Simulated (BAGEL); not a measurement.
# One shape, several levels: singlet CHBrCl+

We compute a comparison of 4 runs (HF/3-21G, B3LYP/cc-pVDZ, PBE0/cc-pVDZ, RI-MP2/cc-pVDZ) of singlet CHBrCl+. 

Program for the calculation: BAGEL 1.2.2.

5 further runs of the same task are left out: 2 that didn't finish, 3 set aside as unsound or not needed.

## (1) The system as given

CHBrCl+: 4 atoms, total charge +1, spin state singlet. As SMILES of the parent species, `Cl[CH]Br`. The shape is that of a PBE0-D4/def2-TZVP optimisation. That shape belongs to the parent species and isn't relaxed for this state.

Bond lengths: Cl1–C2 1.686 Å, C2–Br3 1.851 Å, C2–H4 1.080 Å. Angles: Cl1–C2–Br3 120.1°, Cl1–C2–H4 117.6°, Br3–C2–H4 117.1°.

## (2) The energy at HF/3-21G (density fitting with qzvpp-jkfit) (run 1)

File job.json:

```json
{ "bagel" : [

{
  "title" : "molecule",
  "basis" : "3-21g",
  "df_basis" : "qzvpp-jkfit",
  "angstrom" : "true",
  "geometry" : [
    { "atom" : "Cl", "xyz" : [   -1.472700,    0.199000,   -0.654200 ] },
    { "atom" : "C", "xyz" : [    0.039000,    0.183700,    0.093200 ] },
    { "atom" : "Br", "xyz" : [    0.753200,   -1.408900,    0.710400 ] },
    { "atom" : "H", "xyz" : [    0.735900,    0.965900,   -0.169800 ] }
  ]
},
{ "title" : "hf", "charge" : 1 },
{ "title" : "print", "file" : "orbitals.molden", "orbitals" : "true" }

]}
```

Launch:

```bash
$ BAGEL_NUM_THREADS=1 BAGEL job.json > job.out
```

The log of the run:

```text
* using 1 threads per process

  ===============================================================
  ===============================================================

  *** Geometry ***

  { "atom" : "Cl", "xyz" : [     -2.783000,      0.376055,     -1.236259 ] },
  { "atom" : "C", "xyz" : [      0.073699,      0.347143,      0.176122 ] },
  { "atom" : "Br", "xyz" : [      1.423342,     -2.662435,      1.342461 ] },
  { "atom" : "H", "xyz" : [      1.390649,      1.825286,     -0.320875 ] },

  Number of auxiliary basis functions:      487

  Since a DF basis is specified, we compute 2- and 3-index integrals:
    o Being stored without compression. Storage requirement is 0.008 GB

  Number of basis functions:       46
  Number of electrons      :       59

    * METHOD: MOLECULE                             0.19

  *** RHF ***

  === Nuclear Repulsion ===
   208.7365170386

      * DIIS with orbital gradients will be used.

  === RHF iteration (3-21g) ===
      0      -3055.04189802          0.02285249           0.04
      1      -3055.10540874          0.02023453           0.04
      2      -3055.17791915          0.00158232           0.04
      3      -3055.17950409          0.00054742           0.05
      4      -3055.17974902          0.00025422           0.04
      5      -3055.17980807          0.00007772           0.04
      6      -3055.17981379          0.00002389           0.04
      7      -3055.17981419          0.00001140           0.04
      8      -3055.17981426          0.00000531           0.04
      9      -3055.17981429          0.00000231           0.05
     10      -3055.17981429          0.00000072           0.04
     11      -3055.17981429          0.00000030           0.04
     12      -3055.17981429          0.00000014           0.04
     13      -3055.17981429          0.00000006           0.04
     14      -3055.17981429          0.00000003           0.04
     15      -3055.17981429          0.00000001           0.05
     16      -3055.17981429          0.00000000           0.04
    * SCF iteration converged.

    * Permanent dipole moment:
           (   -0.172459,    -0.998786,     0.296824) a.u.

    * METHOD: HF                                   0.93

    * METHOD: PRINT                                0.01

  ===============================================================
```

Wall time 1.3 s (1 thread of Arm Neoverse V1, shared host); peak memory 0.085 GiB.

## (3) The energy at B3LYP/cc-pVDZ (density fitting with qzvpp-jkfit) (run 2)

File calc.json:

```json
{ "bagel": [

{
  "title": "molecule",
  "basis": "cc-pvdz.json",
  "df_basis": "qzvpp-jkfit",
  "angstrom": "true",
  "geometry": [
    { "atom": "Cl", "xyz": [   -1.472700,    0.199000,   -0.654200 ] },
    { "atom": "C", "xyz": [    0.039000,    0.183700,    0.093200 ] },
    { "atom": "Br", "xyz": [    0.753200,   -1.408900,    0.710400 ] },
    { "atom": "H", "xyz": [    0.735900,    0.965900,   -0.169800 ] }
  ]
},
{ "title": "ks", "xc_func": "b3lyp", "charge": 1 },
{ "title": "print", "file": "orbitals.molden", "orbitals": "true" }

]}
```

The basis set cc-pVDZ is read from a file made from the Basis Set Exchange's data (not shown).

Launch:

```bash
$ BAGEL_NUM_THREADS=1 BAGEL calc.json > calc.out
```

The log of the run:

```text
* using 1 threads per process

  ===============================================================
  ===============================================================

  *** Geometry ***

  { "atom" : "Cl", "xyz" : [     -2.783000,      0.376055,     -1.236259 ] },
  { "atom" : "C", "xyz" : [      0.073699,      0.347143,      0.176122 ] },
  { "atom" : "Br", "xyz" : [      1.423342,     -2.662435,      1.342461 ] },
  { "atom" : "H", "xyz" : [      1.390649,      1.825286,     -0.320875 ] },

  Number of auxiliary basis functions:      487

  Since a DF basis is specified, we compute 2- and 3-index integrals:
    o Being stored without compression. Storage requirement is 0.016 GB

  Number of basis functions:       64
  Number of electrons      :       59

    * METHOD: MOLECULE                             0.23

  *** Kohn-Sham DFT ***

    * Removing 5871 points whose weight is below 1.00e-10
    * Grid points: 53753

  === Nuclear Repulsion ===
   208.7365170386

       - DIIS with orbital gradients will be used.

  === KS iteration (b3lyp / cc-pvdz.json) ===
      0      -3039.51971701          0.12735160           0.22
      1      -2890.86063847          0.27037188           0.19
      2      -2851.08624577          0.18616553           0.18
      3      -3026.35244532          0.15607970           0.18
      4      -3061.42112461          0.11778612           0.19
      5      -3071.23069230          0.05500824           0.17
      6      -3071.83939511          0.04449023           0.18
      7      -3072.67625271          0.00730094           0.18
      8      -3072.70501971          0.00177525           0.19
      9      -3072.70677478          0.00045916           0.17
     10      -3072.70686444          0.00011862           0.17
     11      -3072.70687403          0.00003312           0.18
     12      -3072.70687446          0.00002713           0.18
     13      -3072.70687481          0.00000133           0.17
     14      -3072.70687481          0.00000076           0.16
     15      -3072.70687481          0.00000022           0.17
     16      -3072.70687481          0.00000010           0.17
     17      -3072.70687481          0.00000004           0.17
     18      -3072.70687481          0.00000001           0.17
    * SCF iteration converged.

    * Permanent dipole moment:
           (    0.075616,    -0.836916,     0.343989) a.u.

    * METHOD: KS                                   3.63

    * METHOD: PRINT                                0.01

  ===============================================================
```

Run time: 4.2 s. Hardware: 1 thread of Arm Neoverse V1, shared host; peak memory 0.22 GiB.

## (4) The energy at PBE0/cc-pVDZ (density fitting with qzvpp-jkfit) (run 3)

File dft.json:

```json
{ "bagel": [

{
  "title": "molecule",
  "basis": "cc-pvdz.json",
  "df_basis": "qzvpp-jkfit",
  "angstrom": true,
  "geometry": [
    { "atom": "Cl", "xyz": [      -1.472700,       0.199000,      -0.654200 ] },
    { "atom": "C", "xyz": [       0.039000,       0.183700,       0.093200 ] },
    { "atom": "Br", "xyz": [       0.753200,      -1.408900,       0.710400 ] },
    { "atom": "H", "xyz": [       0.735900,       0.965900,      -0.169800 ] }
  ]
},

{ "title": "ks", "xc_func": "pbe0", "charge": 1 },

{ "title": "print", "file": "orbitals.molden", "orbitals": true }

]}
```

The basis set cc-pVDZ is read from a file made from the Basis Set Exchange's data (not shown).

Launch:

```bash
$ BAGEL_NUM_THREADS=1 BAGEL dft.json > dft.out
```

The log of the run:

```text
* using 1 threads per process

  ===============================================================
  ===============================================================

  *** Geometry ***

  { "atom" : "Cl", "xyz" : [     -2.783000,      0.376055,     -1.236259 ] },
  { "atom" : "C", "xyz" : [      0.073699,      0.347143,      0.176122 ] },
  { "atom" : "Br", "xyz" : [      1.423342,     -2.662435,      1.342461 ] },
  { "atom" : "H", "xyz" : [      1.390649,      1.825286,     -0.320875 ] },

  Number of auxiliary basis functions:      487

  Since a DF basis is specified, we compute 2- and 3-index integrals:
    o Being stored without compression. Storage requirement is 0.016 GB

  Number of basis functions:       64
  Number of electrons      :       59

    * METHOD: MOLECULE                             0.23

  *** Kohn-Sham DFT ***

    * Removing 5871 points whose weight is below 1.00e-10
    * Grid points: 53753

  === Nuclear Repulsion ===
   208.7365170386

       - DIIS with orbital gradients will be used.

  === KS iteration (pbe0 / cc-pvdz.json) ===
      0      -3039.07012669          0.12712163           0.22
      1      -2890.91690140          0.27075167           0.17
      2      -2906.73452254          0.14126901           0.16
      3      -2924.06633824          0.21188329           0.16
      4      -3040.34941364          0.18093466           0.17
      5      -3055.34052282          0.11054816           0.19
      6      -3067.32707954          0.07949823           0.19
      7      -3070.73778919          0.04082437           0.18
      8      -3067.77158709          0.07666334           0.16
      9      -3071.93629261          0.02029819           0.17
     10      -3072.13539617          0.00793043           0.17
     11      -3072.16695285          0.00153506           0.18
     12      -3072.16756214          0.00095749           0.17
     13      -3072.16805807          0.00015260           0.16
     14      -3072.16807222          0.00002275           0.17
     15      -3072.16807262          0.00000763           0.16
     16      -3072.16807264          0.00000371           0.16
     17      -3072.16807266          0.00000048           0.16
     18      -3072.16807266          0.00000028           0.16
     19      -3072.16807266          0.00000017           0.17
     20      -3072.16807266          0.00000005           0.17
     21      -3072.16807266          0.00000001           0.16
     22      -3072.16807266          0.00000001           0.17
    * SCF iteration converged.

    * Permanent dipole moment:
           (    0.068158,    -0.849844,     0.346537) a.u.

    * METHOD: KS                                   4.16

    * METHOD: PRINT                                0.01

  ===============================================================
```

Run time: 4.8 s. Hardware: 1 thread of Arm Neoverse V1, shared host; peak memory 0.22 GiB.

## (5) The energy at RI-MP2/cc-pVDZ (density fitting with qzvpp-jkfit) (run 4)

Changes to calc.json since step 3:

```diff
@@ -14,4 +14,4 @@
 },
-{ "title": "ks", "xc_func": "b3lyp", "charge": 1 },
-{ "title": "print", "file": "orbitals.molden", "orbitals": "true" }
+{ "title": "hf", "charge": 1 },
+{ "title": "mp2", "charge": 1, "ncore": 15 }
```

The basis set cc-pVDZ is read from a file made from the Basis Set Exchange's data (not shown).

Launch:

```bash
$ BAGEL_NUM_THREADS=1 BAGEL calc.json > calc.out
```

The log of the run:

```text
* using 1 threads per process

  ===============================================================
  ===============================================================

  *** Geometry ***

  { "atom" : "Cl", "xyz" : [     -2.783000,      0.376055,     -1.236259 ] },
  { "atom" : "C", "xyz" : [      0.073699,      0.347143,      0.176122 ] },
  { "atom" : "Br", "xyz" : [      1.423342,     -2.662435,      1.342461 ] },
  { "atom" : "H", "xyz" : [      1.390649,      1.825286,     -0.320875 ] },

  Number of auxiliary basis functions:      487

  Since a DF basis is specified, we compute 2- and 3-index integrals:
    o Being stored without compression. Storage requirement is 0.016 GB

  Number of basis functions:       64
  Number of electrons      :       59

    * METHOD: MOLECULE                             0.23

  *** RHF ***

  === Nuclear Repulsion ===
   208.7365170386

      * DIIS with orbital gradients will be used.

  === RHF iteration (cc-pvdz.json) ===
      0      -3069.87264551          0.01543468           0.06
      1      -3069.91934842          0.01176350           0.06
      2      -3069.96823407          0.00166608           0.07
      3      -3069.97043594          0.00046639           0.07
      4      -3069.97065310          0.00021360           0.07
      5      -3069.97072931          0.00007536           0.06
      6      -3069.97073895          0.00002382           0.07
      7      -3069.97073971          0.00000839           0.06
      8      -3069.97073983          0.00000306           0.06
      9      -3069.97073984          0.00000151           0.06
     10      -3069.97073985          0.00000076           0.07
     11      -3069.97073985          0.00000027           0.06
     12      -3069.97073985          0.00000013           0.06
     13      -3069.97073985          0.00000005           0.07
     14      -3069.97073985          0.00000003           0.06
     15      -3069.97073985          0.00000001           0.06
     16      -3069.97073985          0.00000000           0.06
    * SCF iteration converged.

    * Permanent dipole moment:
           (   -0.000870,    -1.055540,     0.330953) a.u.

    * METHOD: HF                                   1.35

  *** RHF ***

  === Nuclear Repulsion ===
   208.7365170386

      * DIIS with orbital gradients will be used.

  === RHF iteration (cc-pvdz.json) ===
      0      -3069.97073985          0.00000000           0.06
    * SCF iteration converged.

    * Permanent dipole moment:
           (   -0.000870,    -1.055540,     0.330953) a.u.

  === DF-MP2 calculation ===

    * freezing 15 orbitals
    * 3-index integral transformation done
    * assembly done

      MP2 correlation energy:   -0.3941722875      0.02

      MP2 total energy:       -3070.3649121342

    * METHOD: MP2                                  0.15

  ===============================================================
```

Run time: 1.9 s. Hardware: 1 thread of Arm Neoverse V1, shared host; peak memory 0.098 GiB.

## (6) The series

```tsv
run	level	frozen core orbitals	energy (Eh)	HOMO energy (eV)	LUMO energy (eV)	HOMO–LUMO gap (eV)	wall time
1	HF/3-21G (density fitting with qzvpp-jkfit)	–	-3055.179814	-18.42	-7.26	11.16	1.3 s
2	B3LYP/cc-pVDZ (density fitting with qzvpp-jkfit)	–	-3072.706875	-15.02	-10.88	4.14	4.2 s
3	PBE0/cc-pVDZ (density fitting with qzvpp-jkfit)	–	-3072.168073	-15.34	-10.75	4.59	4.8 s
4	RI-MP2/cc-pVDZ (density fitting with qzvpp-jkfit)	15	-3070.364912	–	–	–	1.9 s
```

## (7) Summary of results

| quantity | value |
| --- | --- |
| run 4: total energy | -3070.36491 Eh |
| run 4: correlation energy (15 core orbitals frozen) | -394.2 mEh |

In words: Over runs 1, 2, 3 the HOMO–LUMO gap runs from 4.14 eV (B3LYP/cc-pVDZ) to 11.16 eV (HF/3-21G). The two ends differ in method and basis. Totals of different functionals can't be ranked against each other. All runs together took 12 s, the longest 4.8 s.
